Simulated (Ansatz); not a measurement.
# AlF2H6NO2: the cost of one run

All numbers below are computed with Ansatz 0.2.0 (RHF/6-31G*).

### Step 1. The starting structure

Bond lengths: Al1–O2 2.178 Å, Al1–F3 1.645 Å, Al1–F4 1.641 Å, Al1–N6 2.236 Å, O2–H9 0.955 Å, N6–H10 1.011 Å, N6–H11 1.011 Å, O8–H12 0.959 Å. Angles: Al1–O2–H9 114.7°, O2–Al1–F3 107.2°, O2–Al1–F4 108.8°, O2–Al1–N6 90.4°, F3–Al1–F4 125.0°, F3–Al1–N6 112.0°, F4–Al1–N6 107.8°, Al1–N6–H10 113.8°, Al1–N6–H11 115.7°, H10–N6–H11 108.8°.

Coordinates:

```xyz
12

Al    0.8824   -0.9698    0.9089
O     1.4523    0.0640   -0.9212
F     0.9799   -2.5837    0.6077
F     1.5764   -0.2066    2.1855
H    -1.0871    0.6361   -0.3297
N    -1.2089   -0.2036    0.7085
H     0.4251    0.7584   -1.2249
O    -0.6973    1.3568   -1.3098
H     1.6437   -0.5097   -1.6601
H    -1.5293    0.3246    1.5093
H    -1.9080   -0.8953    0.4741
H    -0.5292    2.2288   -0.9483
```

### Step 2. A restrained relaxation towards end A

Springs on the bonds that form and break draw the guess towards this end; the thresholds are loose.

Input file input.yaml:

```yaml
crystal:
  periodic: [false, false, false]
  atoms:
    - { symbol: Al, position_ang: [0.8824, -0.9698, 0.9089] }
    - { symbol: O, position_ang: [1.4523, 0.064, -0.9212] }
    - { symbol: F, position_ang: [0.9799, -2.5837, 0.6077] }
    - { symbol: F, position_ang: [1.5764, -0.2066, 2.1855] }
    - { symbol: H, position_ang: [-1.0871, 0.6361, -0.3297] }
    - { symbol: "N", position_ang: [-1.2089, -0.2036, 0.7085] }
    - { symbol: H, position_ang: [0.4251, 0.7584, -1.2249] }
    - { symbol: O, position_ang: [-0.6973, 1.3568, -1.3098] }
    - { symbol: H, position_ang: [1.6437, -0.5097, -1.6601] }
    - { symbol: H, position_ang: [-1.5293, 0.3246, 1.5093] }
    - { symbol: H, position_ang: [-1.908, -0.8953, 0.4741] }
    - { symbol: H, position_ang: [-0.5292, 2.2288, -0.9483] }
basis:
  gaussian: { orbitals: "6-31G*" }
hamiltonian:
  xc: hf
relax:
  f_tol: 0.15
  max_steps: 25
  restrain:
    - { distance: [0, 5], at: 3.22, k: 30.0 }
    - { distance: [4, 7], at: 2.27, k: 30.0 }
    - { distance: [6, 1], at: 2.27, k: 30.0 }
    - { distance: [0, 1], at: 1.87, k: 30.0 }
    - { distance: [4, 5], at: 1.02, k: 30.0 }
    - { distance: [6, 7], at: 0.97, k: 30.0 }
```

Command:

```bash
$ ansatz run input.yaml --threads 2 --pin off --max-ram 3072MiB --backend cpu --events-out ev --progress --plain --runs-dir out
```

Q: Estimate wall time and peak memory on 2 threads of Intel Xeon Platinum 8375C at 2.90GHz (Ice Lake), shared host.

About 16 s, with a peak of 0.24 GiB.
